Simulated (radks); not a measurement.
**Valence configurations of Te**

The task here is to estimate one member of a computed series from the others.

Program: radks (a radial shooting solver on a logarithmic mesh, Libxc functionals) version 1. Level of theory: Dirac Kohn-Sham, PBEsol, spin-unpolarised, spherical densities, finite nucleus; open shells are shared between the two j in proportion to 2j + 1. These are calculated values, not measurements, unless marked.

**The system**

| Property | Result |
| --- | --- |
| element | tellurium (Z = 52) |
| charge | 0 |
| electrons | 52 |
| configuration | [Kr] 4d10 5s2 5p4 |
| nuclear rms radius | 4.7423 fm |
| others tried | 4d10 5s1 5p5; 4d9 5s2 5p5; 4d10 5s1.5 5p4.5; 4d9.5 5s2 5p4.5; 4d8.5 5s2 5p5.5; 4d8 5s2 5p6; 4d9.5 5s1.5 5p5; 4d10 5p6 |

The outer shells:

Te
```
[Kr] core
4d [↑↓][↑↓][↑↓][↑↓][↑↓]
5s [↑↓]
5p [↑↓][↑ ][↑ ]
```

The first run:

Input:

```text
Z 52
configuration [Kr] 4d10 5s2 5p4
relativity Dirac
functional pbe_sol,pbe_sol
spin unpolarised
j_filling average
nucleus finite rms 4.7423 fm
c 137.035999084
```

On the command line:

```bash
$ python run_ks.py task.json out
```

The same process makes all the runs of this session.

Among the steps run: [Kr] 4d10 5s2 5p4.

One of the session's tables, all rows but one given; the rest of the session is left out.

It belongs to the step «[Kr] 4d10 5s2 5p4». Sizes of the orbitals, from the radial functions (bohr):

| level | <r> | outermost maximum (interpolated) | 90 % within | nodes |
| --- | --- | --- | --- | --- |
| 4s1/2 | 0.7647 | 0.701 | 1.10 | 3 |
| 4p1/2 | 0.8017 | 0.722 | 1.18 | 2 |
| 4p3/2 | 0.8305 | 0.746 | 1.22 | 2 |
| 4d3/2 | 0.9655 | 0.806 | 1.48 | 1 |
| 4d5/2 | 0.9778 | 0.815 | 1.50 | 1 |
| 5s1/2 | 2.084 | 1.79 | 3.07 | 4 |
| 5p1/2 | 2.576 | 2.10 | 3.90 | 3 |
| 5p3/2 | ? | ? | ? | ? |

Q: Estimate the row for 5p3/2 from the others.

**Answer.** <r>: 2.707; outermost maximum (interpolated): 2.20; 90 % within: 4.11; nodes: 3. In the column «<r>» it is the highest.
